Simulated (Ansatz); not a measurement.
Write a Python script for Ansatz 0.2.0 through its Python package that makes a rigid scan of one bond length of BClGeH4, SMILES Cl[BH][GeH3]. Settings (for the species named): CAM-B3LYP, def2-SVP basis, multiplicity 1.

```xyz
7

Cl   -2.0457   -1.5523    0.0490
B    -0.3027   -1.1182    0.1745
Ge    0.3111    0.7770   -0.1259
H     0.5491   -1.9590    0.4282
H    -0.0323    1.2277   -1.5609
H    -0.3283    1.7259    0.9247
H     1.9101    0.8309    0.0648
```

The script, `run_scan.py`:
```python
"""Potential curve of BClGeH4 along one bond."""

import ansatz as az
import numpy as np


def main() -> None:
    molecule = (
        az.Crystal.molecule()
        .atom("Cl", [-2.0457, -1.5523, 0.049])
        .atom("B", [-0.3027, -1.1182, 0.1745])
        .atom("Ge", [0.3111, 0.777, -0.1259])
        .atom("H", [0.5491, -1.959, 0.4282])
        .atom("H", [-0.0323, 1.2277, -1.5609])
        .atom("H", [-0.3283, 1.7259, 0.9247])
        .atom("H", [1.9101, 0.8309, 0.0648])
    )

    symbols = [site.symbol for site in molecule.cartesian_sites]
    start = np.array([site.position_ang for site in molecule.cartesian_sites])
    axis = (start[5] - start[2]) / np.linalg.norm(start[5] - start[2])
    moving = [5]
    lengths, energies = [1.367, 1.429, 1.491, 1.553, 1.616, 1.678, 1.74, 1.833], []
    for length in lengths:
        xyz = start.copy()
        xyz[moving] += (length - np.linalg.norm(start[5] - start[2])) * axis
        point = az.Crystal.molecule()
        for symbol, place in zip(symbols, xyz):
            point = point.atom(symbol, place.tolist())
        calculation = (
            point.calculation()
            .basis(gaussian="def2-SVP")
            .functional("cam_b3lyp")
        )
        data = calculation.run(threads=1, pin="off").report
        energies.append(data["free_energy_ev"])
        print(f"r = {length:6.3f} A  E = {energies[-1]:.5f} eV  <S^2> = {abs(data['mean_field']['state']['spin_squared']):.3f}")

    # quartic fit about the minimum
    fit = np.polynomial.Polynomial.fit(lengths, np.array(energies) - min(energies), 4).convert()
    roots = [r.real for r in fit.deriv().roots() if abs(r.imag) < 1e-9 and fit.deriv(2)(r.real) > 0]
    r_e = min(roots, key=lambda r: abs(r - lengths[int(np.argmin(energies))]))
    print(f"minimum of the fit at {r_e:.4f} A, force constant {fit.deriv(2)(r_e):.2f} eV/A^2")


if __name__ == "__main__":
    main()
```

```console
$ python run_scan.py
r =  1.367 A  E = -69773.55154 eV  <S^2> = 0.000
r =  1.429 A  E = -69773.75317 eV  <S^2> = 0.000
r =  1.491 A  E = -69773.85053 eV  <S^2> = 0.000
r =  1.553 A  E = -69773.86741 eV  <S^2> = 0.000
r =  1.616 A  E = -69773.82139 eV  <S^2> = 0.000
r =  1.678 A  E = -69773.72889 eV  <S^2> = 0.000
r =  1.740 A  E = -69773.60124 eV  <S^2> = 0.000
r =  1.833 A  E = -69773.36340 eV  <S^2> = 0.000
minimum of the fit at 1.5365 A, force constant 17.30 eV/A^2
```

Total energies depend on the basis set; only differences at equal settings carry meaning. The rest of the molecule is held rigid at a force-field or estimated start geometry, and the basis set is modest; single-reference methods fail as a bond breaks. The orbitals are restricted, so S² is zero by construction. Finished in 12 s on 1 thread of Intel(R) Xeon(R) Processor @ 2.30GHz (shared host), peak memory 0.29 GiB.
